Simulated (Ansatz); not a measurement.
# Nb: the cost of one run

Program: Ansatz 0.2.0. Level of theory: DFT r2SCAN, scalar-relativistic, plane waves, PAW. These are calculated values, not measurements.

The COD entry's cell or inner coordinates are ideal or old and differ from later refinements, so a difference from it is no clean test against experiment.

1 further run of the same task is left out (set aside as unsound or not needed).

## (1) The starting structure

The structure is cubic, space group Im-3m (No. 229). The conventional cell has a = 3.305 Å, b = 3.305 Å, c = 3.305 Å, α = 90.00°, β = 90.00°, γ = 90.00°. Around Nb (site symmetry m-3m) lie 8 Nb at 2.86 Å.

Coordinates:

```
Nb
1.0
    -1.65228    1.65228    1.65228
     1.65228   -1.65228    1.65228
     1.65228    1.65228   -1.65228
Nb
1
Direct
  0.00000 0.00000 0.00000
```

This cell was relaxed beforehand with the same method: volume 18.04 Å³/atom, gap on the mesh none (metal).

## (2) Static run: bands, density of states and charges

input.yaml reads:

```yaml
crystal:
  lattice:
    - [-1.652281852, 1.652281852, 1.652281852]
    - [1.652281852, -1.652281852, 1.652281852]
    - [1.652281852, 1.652281852, -1.652281852]
  atoms:
    - { symbol: Nb, position: [0.0, 0.0, 0.0] }
basis:
  ecutwfc: 500
kpoints:
  mp_grid: { grid: [18, 18, 18] }
  band_path:
    path:
      - [[0.0, 0.0, 0.0], [0.5, -0.5, 0.5], [0.0, 0.0, 0.5], [0.0, 0.0, 0.0], [0.25, 0.25, 0.25], [0.5, -0.5, 0.5]]
      - [[0.25, 0.25, 0.25], [0.0, 0.0, 0.5]]
    npoints: 14
hamiltonian:
  xc: r2scan
scf:
  occupations: { method: gaussian, width: 0.1 }
  n_extra_bands: 6
output:
  forces: true
  stress: true
  eigenvalues: true
  populations: true
  dos: { projected: true, de: 0.02, nscf_kmesh: { grid: [27, 27, 27] } }
  bader: true
  write_density: true
  write_potential: true
  elf: true
  volumetric_format: npy
```

Run with:

```console
ansatz run input.yaml --threads 1 --pin off --max-ram 2560MiB --backend cpu --events-out ev --progress --plain --runs-dir out
```

Q: Estimate wall time and peak memory on 1 thread of Intel Xeon Platinum 8488C (Sapphire Rapids), shared host.

About 30 s, with a peak of 0.42 GiB.
